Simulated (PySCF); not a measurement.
# Ways to converge the SCF of K2⁻

Aim: find out which solver settings change the answer for K2⁻.

Method: each script names its method and basis; program: PySCF 2.14.0.

## (1) The starting structure

K2⁻: 2 atoms, charge -1, spin multiplicity 2.

No contacts short enough for the rule that draws bonds.

## (2) The base run

input.py

```python
from pyscf import gto, dft

mol = gto.M(
    atom='K 0 0 0; K 0 0 4.588',
    basis='pcseg-1',
    charge=-1,
    spin=1,
    symmetry=True,
    verbose=4,
)
mf = dft.UKS(mol, xc='pbe0')
mf.kernel()
g = mf.nuc_grad_method()
g.grid_response = True
g.kernel()
mf.dip_moment()
print('orbital energies (hartree):', [e[max(0, n-3):n+3].round(4) for e, n in zip(mf.mo_energy, mol.nelec)])
```

The run is started by

```
$ OMP_NUM_THREADS=1 python input.py
```

Its log is not repeated here.

It gives: E(SCF) = -1199.378309 Eh, 9 cycles, ⟨S²⟩ = 0.795, gradient on the second atom 0.0005 Eh/bohr.

The bond length is a typed value, not an optimised one. The dipole of an ion depends on the origin.

## (3) Smearing width 0.01 hartree

Run 1 changes smearing width: none → 0.01 hartree; step after the SCF: gradient → none.

input.py

```python
from pyscf import gto, dft, scf

mol = gto.M(
    atom='K 0 0 0; K 0 0 4.588',
    basis='pcseg-1',
    charge=-1,
    spin=1,
    symmetry=True,
    verbose=4,
)
mf = dft.UKS(mol, xc='pbe0')
mf = scf.addons.smearing_(mf, sigma=0.01, method='fermi')
mf.kernel()
mf.dip_moment()
print('orbital energies (hartree):', [e[max(0, n-3):n+3].round(4) for e, n in zip(mf.mo_energy, mol.nelec)])
```

The run is started by

```
$ OMP_NUM_THREADS=1 python input.py
```

## (4) Level shift 0.3 hartree

Run 2 changes level shift: none → 0.3 hartree.

Changes to input.py since step 2:

```diff
@@ -11,2 +11,3 @@
 mf = dft.UKS(mol, xc='pbe0')
+mf.level_shift = 0.3
 mf.kernel()
```

## (5) DIIS space 20

Run 3 changes DIIS space: default → 20.

Changes to input.py since step 2:

```diff
@@ -11,2 +11,3 @@
 mf = dft.UKS(mol, xc='pbe0')
+mf.diis_space = 20
 mf.kernel()
```

**Question.** What will these runs give? Wanted: for each run, E(SCF); from base; gap, α spin.

As calculated:

| run | E(SCF) (hartree) | from base (eV) | cycles | gap, α spin (eV) |
| --- | --- | --- | --- | --- |
| base | -1199.378309 | 0 | 9 | 2.25 |
| smearing width 0.01 hartree | -1199.365978 | not comparable | 10 | n/a |
| level shift 0.3 hartree | -1199.378309 | 0.0000 | 29 | 2.25 |
| DIIS space 20 | -1199.378309 | 0.0000 | 9 | 2.25 |

Distance from each run's final energy (log10 hartree) by cycle:

| run | cycle 1 | cycle 2 | cycle 3 | cycle 5 | cycle 8 | cycle 12 |
| --- | --- | --- | --- | --- | --- | --- |
| base | -1.9 | -2.3 | -3.4 | -4.6 | -9.4 | done |
| smearing width 0.01 hartree | -1.8 | -2.1 | -3.1 | -5.8 | -8.4 | done |
| level shift 0.3 hartree | -2.0 | -2.2 | -2.5 | -2.9 | -3.7 | -4.7 |
| DIIS space 20 | -1.9 | -2.3 | -3.4 | -4.6 | -9.4 | done |

What this shows: The highest filled level of this anion is positive: the basis lacks diffuse functions or the electron is not bound, so these numbers hang on the basis. With level shift 0.3 hartree or DIIS space 20 the SCF ends at the base energy. The base needs 9 cycles and the run with level shift 0.3 hartree needs 29. The cycles with DIIS space 20 repeat those of the base digit for digit, so the setting never acted.
